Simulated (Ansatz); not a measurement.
# SiRh3 (I4/mmm) in Ansatz: equation of state

Aim: energy against volume of SiRh3 in PBE, for its equilibrium volume and stiffness.

All numbers are computed with Ansatz 0.2.0; they aren't measurements. Logs are shortened: lines on timing, memory, paths and dates and some standing lists are left out, and cuts for length are marked.

## 1. The structure

The structure is tetragonal, space group I4/mmm (No. 139). Conventional cell: a = 3.867 Å, b = 3.867 Å, c = 7.339 Å, α = 90.00°, β = 90.00°, γ = 90.00°. Around Rh (site symmetry 4/mmm) lie 8 Rh at 2.67 Å and 4 Si at 2.73 Å. Rh (site symmetry -4m2) has 8 Rh at 2.67 to 2.73 Å and 4 Si at 2.67 Å as nearest neighbours. Si (site symmetry 4/mmm) has 12 Rh at 2.67 to 2.73 Å as nearest neighbours.

The cell comes from a database or a generator and needn't be the stable form of this composition.

## 2. Single point, PBE, 12.90 Å³/atom (volume scaled by 0.94)

The input, input.yaml:

```yaml
crystal:
  lattice:
    - [-1.8940963531, 1.8940963531, 3.5944384105]
    - [1.8940963531, -1.8940963531, 3.5944384105]
    - [1.8940963531, 1.8940963531, -3.5944384105]
  atoms:
    - { symbol: Rh, position: [0.5, 0.5, 0.0] }
    - { symbol: Rh, position: [0.25, 0.75, 0.5] }
    - { symbol: Rh, position: [0.75, 0.25, 0.5] }
    - { symbol: Si, position: [0.0, 0.0, 0.0] }
hamiltonian:
  xc: pbe
  pseudopotentials: { kind: paw }
kpoints:
  mp_grid: { grid: [10, 10, 10] }
scf:
  occupations: { method: fermi_dirac, width: 0.05 }
output:
  forces: true
  stress: true
  eigenvalues: true
```

Potentials or basis: Ansatz PAW.

Command:

```
$ ansatz run input.yaml --threads 2 --pin off --max-ram 5120MiB --backend cpu --events-out ev --progress --plain --runs-dir out
```

The program printed:

```text
Warning: RAYON_NUM_THREADS=2 ignored (pool sized by the plan → 2); use --threads N
Engine: ansatz 0.2.0, aarch64-unknown-linux-gnu
Pseudopotentials: kind: paw
Pseudopotential: Rh, paw, valence charge 17, recommended cutoff 420 eV (normal), Rh.paw.azcp
Pseudopotential: Si, paw, valence charge 4, recommended cutoff 420 eV (normal), Si.paw.azcp
Functional definition: PBE
  parameter kappa = 0.804
  parameter beta = 0.06672455060314922
  exchange = pbe_x(kappa = kappa, mu = beta*pi^2/3)
  correlation = pbe_c(beta = beta)
Crystal: 4 atoms, lattice volume = 51.582 Å³
Basis set: ecut = 420 eV, 1033 PW (Γ), exchange–correlation on 60×60×60 points (8 copies of the dense FFT grid, shifted against one another)
Bands: 33, of which v1, the nominal top of the filled ones, is band 28 counted from 1 (27 counted from 0)
Symmetry: 16 space group operations
Space group: I4/mmm (ITA 139), of the structure as read, at distance tolerance 3.7e-5 Å
k-points: 102 of 1000
Non-local potential: Rh, projectors of the file, l = 0: 3, l = 1: 2, l = 2: 2, l = 3: 1
Non-local potential: Si, projectors of the file, l = 0: 2, l = 1: 2, l = 2: 2
PAW form: soft (Blöchl's): semilocal exchange-correlation on the pseudo side does not see the compensation charge
PAW one-centre angular grid: Rh, 590 points (default); XC on 64 Gauss nodes
PAW one-centre angular grid: Si, 110 points (default); XC on 64 Gauss nodes
Initial density: superposition of atomic densities (neutral atoms: chi_scale 0, normalization atom), corrected by the library's trained network
Initial wavefunctions: pseudopotential atomic-orbital guess
Functional: x = pbe(κ = 0.804, μ = 0.2195149727645171), c = pbe(β = 0.06672455060314922)
SCF iter   1: F=—  HF=-19845.804753 eV  |F-HF|=—  |Δ(HF+E_count)|=         —  Δρ=7.62e-3  dr2=1.94e-2  ethr=1.77e-3  ⟨swp⟩=5.6  Hψ=12816  notcnv=0
preconditioner: auto → Kerker (q_TF=auto, 2.758 Å⁻¹)  [metal: Δε(μ)=0.010 eV  Ē_g=6.797 eV  σ=0.050 eV  W_gap=0.05  n_scr=14 (ndim 8)  ℏωp=28.8 eV  f_vac=0.000  D(μ)=4.61/eV (n_scr^D=60)]
SCF iter   2: F=—  HF=-19845.804413 eV  |F-HF|=—  |Δ(HF+E_count)|=   3.40e-4  Δρ=3.39e-3  dr2=4.75e-3  ethr=3.53e-5  ⟨swp⟩=1.6  Hψ=4392  notcnv=0
SCF iter   3: F=—  HF=-19845.803937 eV  |F-HF|=—  |Δ(HF+E_count)|=   4.76e-4  Δρ=7.38e-4  dr2=1.91e-4  ethr=8.63e-6  ⟨swp⟩=2.6  Hψ=4793  notcnv=0
SCF iter   4: F=—  HF=-19845.803910 eV  |F-HF|=—  |Δ(HF+E_count)|=   2.67e-5  Δρ=1.80e-4  dr2=2.56e-5  ethr=3.48e-7  ⟨swp⟩=2.5  Hψ=5609  notcnv=0
SCF iter   5: F=—  HF=-19845.803909 eV  |F-HF|=—  |Δ(HF+E_count)|=   1.04e-6  Δρ=7.60e-5  dr2=3.38e-6  ethr=4.65e-8  ⟨swp⟩=2.4  Hψ=4818  notcnv=0
SCF iter   6: F=-19845.803908 eV  HF=-19845.803908 eV  |F-HF|=1.99e-8  |Δ(HF+E_count)|=   6.50e-7  Δρ=1.86e-5  dr2=7.52e-8  ethr=1.82e-10  ⟨swp⟩=3.8  Hψ=14523  notcnv=0
SCF 1 converged in 6 iterations: F = -19845.803908 eV  dr2 = 7.52e-8
SCF converged after 6 iterations
Free energy (F): -19845.803908 eV
Harris-Foulkes:  -19845.803908 eV  (|F-HF|=1.99e-8)
Internal energy: -19845.766582 eV  (E = F + TS)
E sigma→0 (E₀):  -19845.785245 eV
Entropy (-TS):   -0.037326 eV (-9.332 meV/atom)
Fermi energy:    21.340307 eV
--- Per-component energies (eV) ---
  E_band       = -259.595150
  E_kinetic    = 1774.648355
  E_local      = -5459.841231  (includes V_loc(G=0)·N_el)
  E_nonlocal   = 1090.012769
  E_hartree    = 2021.780344
  E_xc         = -725.767708
  E_vxc        = -889.199361  (∫ρ·V_xc dr)
  E_paw        = -11275.364574  (= ΣΔE_a)
  E_vpaw       = -818.767189  (= ΣTr[D̂ρ^β])
  E_aug_tail   = 0.002617  (compensation charges beyond the density's cutoff)
  E_ewald      = -7271.237154
  E_smearing   = -0.037326  (= −TS)
  E_closure    = -0.000000  (closes the sum)
  Σ components = -19845.803908   (vs F -19845.803908, Δ=0.00e0)
--- Forces (eV/Å), atoms counted from 1 ---
  atom   1  Rh     0.00000000     0.00000000     0.00000000
  atom   2  Rh    -0.00000000    -0.00000000     0.00000000
  atom   3  Rh    -0.00000000    -0.00000000     0.00000000
  atom   4  Si    -0.00000000     0.00000000     0.00000000
  max |Σ_I F_I| component: 1.39e-17 eV/Å
--- Stress (GPa, compression-positive) ---
       14.343548       0.000000       0.000000
        0.000000      14.343548       0.000000
        0.000000       0.000000      14.915883
  P = ⅓ Tr σ = 14.5343 GPa (145.343 kbar)
--- Band table (eV; the first three rows and the last of 102) ---
  k-point 0: bands = ["-57.5677", "-57.4273", "-57.4048", "-25.7381", "-25.5849", "-25.5849", "-25.4661", "-25.4661", "-25.3722", "-25.1398", "-25.1398", "-25.1168", "10.0099", "14.9914", "15.1666", "15.5804", "16.0230", "16.0230", "17.3953", "17.5121", "17.5121", "19.4950", "20.1246", "20.3167", "20.4379", "20.4379", "20.9287", "21.8513", "22.2324", "24.4803", "25.2203", "25.2203", "28.4678"]
  k-point 1: bands = ["-57.5616", "-57.4311", "-57.4070", "-25.7456", "-25.5739", "-25.5468", "-25.5094", "-25.4708", "-25.3349", "-25.1769", "-25.1346", "-25.1208", "10.2261", "15.1638", "15.3363", "15.3386", "16.0793", "16.1673", "17.4237", "17.4420", "17.5240", "19.5431", "19.5515", "20.0137", "20.2459", "20.3131", "20.6876", "22.0108", "22.9616", "23.9336", "25.0685", "26.3836", "27.3425"]
  k-point 2: bands = ["-57.5445", "-57.4411", "-57.4139", "-25.7675", "-25.5782", "-25.5395", "-25.4894", "-25.4464", "-25.2799", "-25.2669", "-25.1348", "-25.1230", "10.8129", "14.6776", "15.6033", "15.7909", "16.4690", "16.5728", "17.0773", "17.5784", "17.5911", "18.4469", "19.5626", "19.6621", "19.8781", "20.1473", "20.2395", "21.7787", "23.6060", "24.2619", "24.7355", "25.4244", "27.7291"]
  k-point 101: bands = ["-57.5084", "-57.4642", "-57.4279", "-25.7235", "-25.7235", "-25.4624", "-25.4170", "-25.3554", "-25.2491", "-25.2491", "-25.2150", "-25.2150", "11.4749", "14.2158", "15.2881", "15.5576", "15.6951", "15.6951", "16.3210", "18.3790", "18.8486", "18.8486", "18.8930", "20.0651", "20.9049", "20.9558", "20.9558", "21.4758", "21.4758", "21.7202", "22.2257", "27.5109", "28.9603"]
```

Run time: 3.2 s. Hardware: 2 threads of Arm Neoverse V2, shared host; peak memory 0.4 GiB.

Results:

```yaml
Free_energy: -19845.8039 eV
Pressure: 14.5 GPa
Band_gap_on_the_k_mesh: none (metal or under the smearing width)
```

## 3. Single point, PBE, 13.17 Å³/atom (volume scaled by 0.96)

input.yaml, as its differences from that of step 2:

```diff
@@ -2,5 +2,5 @@
   lattice:
-    - [-1.8940963531, 1.8940963531, 3.5944384105]
-    - [1.8940963531, -1.8940963531, 3.5944384105]
-    - [1.8940963531, 1.8940963531, -3.5944384105]
+    - [-1.9074354993, 1.9074354993, 3.6197521911]
+    - [1.9074354993, -1.9074354993, 3.6197521911]
+    - [1.9074354993, 1.9074354993, -3.6197521911]
   atoms:
```

Potentials or basis: Ansatz PAW.

Command:

```
$ ansatz run input.yaml --threads 2 --pin off --max-ram 5120MiB --backend cpu --events-out ev --progress --plain --runs-dir out
```

Wall time 3.2 s (2 threads of Arm Neoverse V2, shared host); peak memory 0.41 GiB.

Results (log left out):

```yaml
Free_energy: -19845.8817 eV
Pressure: 8.3 GPa
Band_gap_on_the_k_mesh: none (metal or under the smearing width)
```

## 4. Single point, PBE, 13.44 Å³/atom (volume scaled by 0.98)

input.yaml, as its differences from that of step 3:

```diff
@@ -2,5 +2,5 @@
   lattice:
-    - [-1.9074354993, 1.9074354993, 3.6197521911]
-    - [1.9074354993, -1.9074354993, 3.6197521911]
-    - [1.9074354993, 1.9074354993, -3.6197521911]
+    - [-1.9205906425, 1.9205906425, 3.6447167882]
+    - [1.9205906425, -1.9205906425, 3.6447167882]
+    - [1.9205906425, 1.9205906425, -3.6447167882]
   atoms:
@@ -21 +21,5 @@
   eigenvalues: true
+  write_density: true
+  write_potential: true
+  elf: true
+  volumetric_format: npy
```

Command:

```
$ ansatz run input.yaml --threads 2 --pin off --max-ram 5120MiB --backend cpu --events-out ev --progress --plain --runs-dir out
```

Run time: 4.4 s. Hardware: 2 threads of Arm Neoverse V2, shared host; peak memory 0.42 GiB.

It converged, with:

* Free energy: -19845.9192 eV
* Pressure: 2.8 GPa
* Band gap on the k mesh: none (metal or under the smearing width)

## 5. Single point, PBE, 13.72 Å³/atom

input.yaml, as its differences from that of step 4:

```diff
@@ -2,5 +2,5 @@
   lattice:
-    - [-1.9205906425, 1.9205906425, 3.6447167882]
-    - [1.9205906425, -1.9205906425, 3.6447167882]
-    - [1.9205906425, 1.9205906425, -3.6447167882]
+    - [-1.933568, 1.933568, 3.669344]
+    - [1.933568, -1.933568, 3.669344]
+    - [1.933568, 1.933568, -3.669344]
   atoms:
```

Command:

```
$ ansatz run input.yaml --threads 2 --pin off --max-ram 5120MiB --backend cpu --events-out ev --progress --plain --runs-dir out
```

Wall time 4.7 s (2 threads of Arm Neoverse V2, shared host); peak memory 0.42 GiB.

It converged, with:

- Free energy: -19845.9211 eV
- Pressure: -2.1 GPa
- Band gap on the k mesh: none (metal or under the smearing width)

## 6. Single point, PBE, 13.99 Å³/atom (volume scaled by 1.02)

input.yaml, as its differences from that of step 5:

```diff
@@ -2,5 +2,5 @@
   lattice:
-    - [-1.933568, 1.933568, 3.669344]
-    - [1.933568, -1.933568, 3.669344]
-    - [1.933568, 1.933568, -3.669344]
+    - [-1.9463734593, 1.9463734593, 3.6936449996]
+    - [1.9463734593, -1.9463734593, 3.6936449996]
+    - [1.9463734593, 1.9463734593, -3.6936449996]
   atoms:
@@ -21,5 +21 @@
   eigenvalues: true
-  write_density: true
-  write_potential: true
-  elf: true
-  volumetric_format: npy
```

Potentials or basis: Ansatz PAW.

Command:

```
$ ansatz run input.yaml --threads 2 --pin off --max-ram 5120MiB --backend cpu --events-out ev --progress --plain --runs-dir out
```

The program printed:

```text
Warning: RAYON_NUM_THREADS=2 ignored (pool sized by the plan → 2); use --threads N
Engine: ansatz 0.2.0, aarch64-unknown-linux-gnu
Pseudopotentials: kind: paw
Pseudopotential: Rh, paw, valence charge 17, recommended cutoff 420 eV (normal), Rh.paw.azcp
Pseudopotential: Si, paw, valence charge 4, recommended cutoff 420 eV (normal), Si.paw.azcp
Functional definition: PBE
  parameter kappa = 0.804
  parameter beta = 0.06672455060314922
  exchange = pbe_x(kappa = kappa, mu = beta*pi^2/3)
  correlation = pbe_c(beta = beta)
Crystal: 4 atoms, lattice volume = 55.972 Å³
Basis set: ecut = 420 eV, 1089 PW (Γ), exchange–correlation on 64×64×64 points (8 copies of the dense FFT grid, shifted against one another)
Bands: 33, of which v1, the nominal top of the filled ones, is band 28 counted from 1 (27 counted from 0)
Symmetry: 16 space group operations
Space group: I4/mmm (ITA 139), of the structure as read, at distance tolerance 3.8e-5 Å
k-points: 102 of 1000
Non-local potential: Rh, projectors of the file, l = 0: 3, l = 1: 2, l = 2: 2, l = 3: 1
Non-local potential: Si, projectors of the file, l = 0: 2, l = 1: 2, l = 2: 2
PAW form: soft (Blöchl's): semilocal exchange-correlation on the pseudo side does not see the compensation charge
PAW one-centre angular grid: Rh, 590 points (default); XC on 64 Gauss nodes
PAW one-centre angular grid: Si, 110 points (default); XC on 64 Gauss nodes
Initial density: superposition of atomic densities (neutral atoms: chi_scale 0, normalization atom), corrected by the library's trained network
Initial wavefunctions: pseudopotential atomic-orbital guess
Functional: x = pbe(κ = 0.804, μ = 0.2195149727645171), c = pbe(β = 0.06672455060314922)
SCF iter   1: F=—  HF=-19845.891606 eV  |F-HF|=—  |Δ(HF+E_count)|=         —  Δρ=7.44e-3  dr2=1.88e-2  ethr=1.77e-3  ⟨swp⟩=5.5  Hψ=12636  notcnv=0
preconditioner: auto → Kerker (q_TF=auto, 2.720 Å⁻¹)  [metal: Δε(μ)=0.003 eV  Ē_g=6.172 eV  σ=0.050 eV  W_gap=0.02  n_scr=14 (ndim 8)  ℏωp=27.6 eV  f_vac=0.000  D(μ)=5.22/eV (n_scr^D=68)]
SCF iter   2: F=—  HF=-19845.891866 eV  |F-HF|=—  |Δ(HF+E_count)|=   2.60e-4  Δρ=3.34e-3  dr2=4.71e-3  ethr=3.41e-5  ⟨swp⟩=1.8  Hψ=4516  notcnv=0
SCF iter   3: F=—  HF=-19845.891432 eV  |F-HF|=—  |Δ(HF+E_count)|=   4.34e-4  Δρ=7.15e-4  dr2=2.24e-4  ethr=8.57e-6  ⟨swp⟩=2.6  Hψ=4778  notcnv=0
SCF iter   4: F=—  HF=-19845.891397 eV  |F-HF|=—  |Δ(HF+E_count)|=   3.52e-5  Δρ=1.84e-4  dr2=3.07e-5  ethr=4.07e-7  ⟨swp⟩=2.4  Hψ=5396  notcnv=0
SCF iter   5: F=—  HF=-19845.891390 eV  |F-HF|=—  |Δ(HF+E_count)|=   6.90e-6  Δρ=7.35e-5  dr2=3.75e-6  ethr=5.58e-8  ⟨swp⟩=2.4  Hψ=4773  notcnv=0
SCF iter   6: F=-19845.891389 eV  HF=-19845.891389 eV  |F-HF|=1.77e-8  |Δ(HF+E_count)|=   6.98e-7  Δρ=1.87e-5  dr2=8.16e-8  ethr=1.82e-10  ⟨swp⟩=3.7  Hψ=14410  notcnv=0
SCF 1 converged in 6 iterations: F = -19845.891389 eV  dr2 = 8.16e-8
SCF converged after 6 iterations
Free energy (F): -19845.891389 eV
Harris-Foulkes:  -19845.891389 eV  (|F-HF|=1.77e-8)
Internal energy: -19845.849452 eV  (E = F + TS)
E sigma→0 (E₀):  -19845.870421 eV
Entropy (-TS):   -0.041937 eV (-10.484 meV/atom)
Fermi energy:    19.235673 eV
--- Per-component energies (eV) ---
  E_band       = -357.682476
  E_kinetic    = 1763.935199
  E_local      = -5744.563490  (includes V_loc(G=0)·N_el)
  E_nonlocal   = 1089.584337
  E_hartree    = 2117.535148
  E_xc         = -721.570611
  E_vxc        = -883.491082  (∫ρ·V_xc dr)
  E_paw        = -11274.831682  (= ΣΔE_a)
  E_vpaw       = -818.210036  (= ΣTr[D̂ρ^β])
  E_aug_tail   = 0.002654  (compensation charges beyond the density's cutoff)
  E_ewald      = -7075.941007
  E_smearing   = -0.041937  (= −TS)
  E_closure    = -0.000000  (closes the sum)
  Σ components = -19845.891389   (vs F -19845.891389, Δ=0.00e0)
--- Forces (eV/Å), atoms counted from 1 ---
  atom   1  Rh     0.00000000     0.00000000     0.00000000
  atom   2  Rh    -0.00000000     0.00000000     0.00000000
  atom   3  Rh     0.00000000    -0.00000000     0.00000000
  atom   4  Si    -0.00000000     0.00000000    -0.00000000
  max |Σ_I F_I| component: 3.47e-18 eV/Å
--- Stress (GPa, compression-positive) ---
       -6.501491       0.000000      -0.000000
        0.000000      -6.501491      -0.000000
        0.000000       0.000000      -6.386575
  P = ⅓ Tr σ = -6.4632 GPa (-64.632 kbar)
--- Band table (eV; the first three rows and the last of 102) ---
  k-point 0: bands = ["-59.4247", "-59.3263", "-59.3100", "-27.5221", "-27.4052", "-27.4052", "-27.3143", "-27.3143", "-27.2416", "-27.0677", "-27.0677", "-27.0497", "8.5614", "13.6057", "13.7464", "14.1501", "14.4770", "14.4770", "15.7674", "15.8394", "15.8394", "17.6228", "18.1689", "18.3259", "18.4585", "18.4585", "18.8724", "19.7594", "20.0016", "21.8532", "22.8548", "22.8548", "25.9753"]
  k-point 1: bands = ["-59.4204", "-59.3290", "-59.3116", "-27.5278", "-27.3965", "-27.3765", "-27.3461", "-27.3179", "-27.2144", "-27.0952", "-27.0638", "-27.0531", "8.7592", "13.7608", "13.8795", "13.8972", "14.5583", "14.6028", "15.7573", "15.8077", "15.8493", "17.6498", "17.6712", "18.0746", "18.2835", "18.3287", "18.6636", "19.8118", "20.7798", "21.4210", "22.6826", "23.8638", "24.8838"]
  k-point 2: bands = ["-59.4084", "-59.3360", "-59.3165", "-27.5444", "-27.3972", "-27.3698", "-27.3322", "-27.3009", "-27.1739", "-27.1620", "-27.0643", "-27.0548", "9.2974", "13.2273", "14.1651", "14.3013", "14.9120", "14.9573", "15.4378", "15.9063", "15.9256", "16.6644", "17.6743", "17.7679", "17.9583", "18.1922", "18.2722", "19.6116", "21.1231", "21.9171", "22.4259", "23.0721", "25.1181"]
  k-point 101: bands = ["-59.3828", "-59.3518", "-59.3267", "-27.5093", "-27.5093", "-27.3073", "-27.2809", "-27.2304", "-27.1495", "-27.1495", "-27.1268", "-27.1268", "9.9337", "12.6785", "13.8109", "14.1197", "14.2463", "14.2463", "14.8097", "16.6653", "17.0342", "17.0342", "17.0731", "18.1149", "18.8448", "18.9221", "18.9221", "19.3592", "19.3592", "19.5590", "19.9960", "24.6896", "26.4319"]
```

Run time: 3.5 s. Hardware: 2 threads of Arm Neoverse V2, shared host; peak memory 0.42 GiB.

Results:

```
Free energy            : -19845.8914 eV
Pressure               : -6.5 GPa
Band gap on the k mesh : none (metal or under the smearing width)
```

## 7. Single point, PBE, 14.27 Å³/atom (volume scaled by 1.04)

input.yaml, as its differences from that of step 6:

```diff
@@ -2,5 +2,5 @@
   lattice:
-    - [-1.9463734593, 1.9463734593, 3.6936449996]
-    - [1.9463734593, -1.9463734593, 3.6936449996]
-    - [1.9463734593, 1.9463734593, -3.6936449996]
+    - [-1.9590126021, 1.9590126021, 3.7176303795]
+    - [1.9590126021, -1.9590126021, 3.7176303795]
+    - [1.9590126021, 1.9590126021, -3.7176303795]
   atoms:
```

Command:

```
$ ansatz run input.yaml --threads 2 --pin off --max-ram 5120MiB --backend cpu --events-out ev --progress --plain --runs-dir out
```

Wall time 3.5 s (2 threads of Arm Neoverse V2, shared host); peak memory 0.42 GiB.

It converged, with:

- Free energy: -19845.8337 eV
- Pressure: -10.3 GPa
- Band gap on the k mesh: none (metal or under the smearing width)

## 8. Single point, PBE, 14.54 Å³/atom (volume scaled by 1.06)

input.yaml, as its differences from that of step 7:

```diff
@@ -2,5 +2,5 @@
   lattice:
-    - [-1.9590126021, 1.9590126021, 3.7176303795]
-    - [1.9590126021, -1.9590126021, 3.7176303795]
-    - [1.9590126021, 1.9590126021, -3.7176303795]
+    - [-1.9714907258, 1.9714907258, 3.7413101923]
+    - [1.9714907258, -1.9714907258, 3.7413101923]
+    - [1.9714907258, 1.9714907258, -3.7413101923]
   atoms:
```

Command:

```
$ ansatz run input.yaml --threads 2 --pin off --max-ram 5120MiB --backend cpu --events-out ev --progress --plain --runs-dir out
```

Run time: 3.5 s. Hardware: 2 threads of Arm Neoverse V2, shared host; peak memory 0.42 GiB.

Results (log left out):

* Free energy: -19845.7513 eV
* Pressure: -13.7 GPa
* Band gap on the k mesh: none (metal or under the smearing width)

## 9. Equation of state, PBE

Potentials or basis: Ansatz PAW.

This step only gathers the single runs of the series.

Results:

* Equilibrium volume: 13.60 Å³/atom
* Bulk modulus at fixed shape and positions: 241 GPa
* Pressure derivative of the bulk modulus: 5.0

Energy against volume, from the lowest point:
| volume (Å³/atom) | energy (meV/atom) |
| --- | --- |
| 12.895 | 29.31 |
| 13.170 | 9.86 |
| 13.444 | 0.47 |
| 13.719 | 0.00 |
| 13.993 | 7.44 |
| 14.267 | 21.86 |
| 14.542 | 42.47 |

Caveat: the cell was scaled at fixed shape and fractional positions, which overstates the stiffness of a crystal with free parameters, most of all of layers and chains.
